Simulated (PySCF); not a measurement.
# H4O2Tl (Tl(H2O)23+): the cost of one run

The runs use PySCF 2.14.0; several levels, as the steps say, no spin–orbit coupling.

1 further run of the same task is left out (for a known fault of the program).

## Step 1: The system as given

7 atoms, charge 3, spin multiplicity 1.

Bond lengths: Tl1–O2 2.085 Å, Tl1–O5 2.084 Å, O2–H3 1.007 Å, O2–H4 1.007 Å, O5–H6 1.007 Å, O5–H7 1.007 Å. Angles: O2–Tl1–O5 174.6°, Tl1–O2–H3 121.5°, Tl1–O2–H4 121.6°, H3–O2–H4 111.1°, Tl1–O5–H6 121.7°, Tl1–O5–H7 121.7°, H6–O5–H7 111.2°.

Coordinates:

```xyz
7

Tl   -0.01755   -0.07343    0.00004
O    -0.02477    0.04697    2.08182
H     0.71472    0.50912    2.58500
H    -0.46394   -0.65834    2.65012
O    -0.00958    0.00162   -2.08253
H     0.43404   -0.71266   -2.63627
H    -0.74430    0.45717   -2.59818
```

Formal oxidation states: Tl +3. An earlier session relaxed this geometry at PBE0, Tl def2-SVP with ECP60, O def2-SVP, H def2-SVP (singlet, point group C2).

At PBE0 on the finer grid: E = -323.557816 Eh, HOMO -28.68 eV, LUMO -23.49 eV, Mulliken charge on Tl1 +1.79 e, largest force component 0.015 eV/Å. 

Levels to run: HF; CAM-B3LYP; PBE0, TZVP. Hardware: 2 threads of AMD EPYC 9R14 (Zen 4), shared host.

## Step 2: HF

Contents of run.py (the lines that set the calculation):

```python
mol = gto.M(atom='''
Tl    -0.01755    -0.07343     0.00004
O     -0.02477     0.04697     2.08182
H      0.71472     0.50912     2.58500
H     -0.46394    -0.65834     2.65012
O     -0.00958     0.00162    -2.08253
H      0.43404    -0.71266    -2.63627
H     -0.74430     0.45717    -2.59818''',
    basis={'Tl': 'def2-SVP', 'O': 'def2-SVP', 'H': 'def2-SVP'},
    ecp={'Tl': 'def2-SVP'},
    charge=3, spin=0)
mf = scf.RHF(mol)
mf = mf.density_fit()  # fitting sets: Tl def2-universal-JKFIT, O def2-universal-JKFIT, H def2-universal-JKFIT
mf.conv_tol = 1e-08; mf.max_cycle = 55
mf.kernel(dm0)  # dm0: the density of the relaxed state
```

On the command line:

```console
$ OMP_NUM_THREADS=2 python run.py
```

**Question.** How long does this run take on 2 threads of AMD EPYC 9R14 (Zen 4), shared host?

About 1 s.
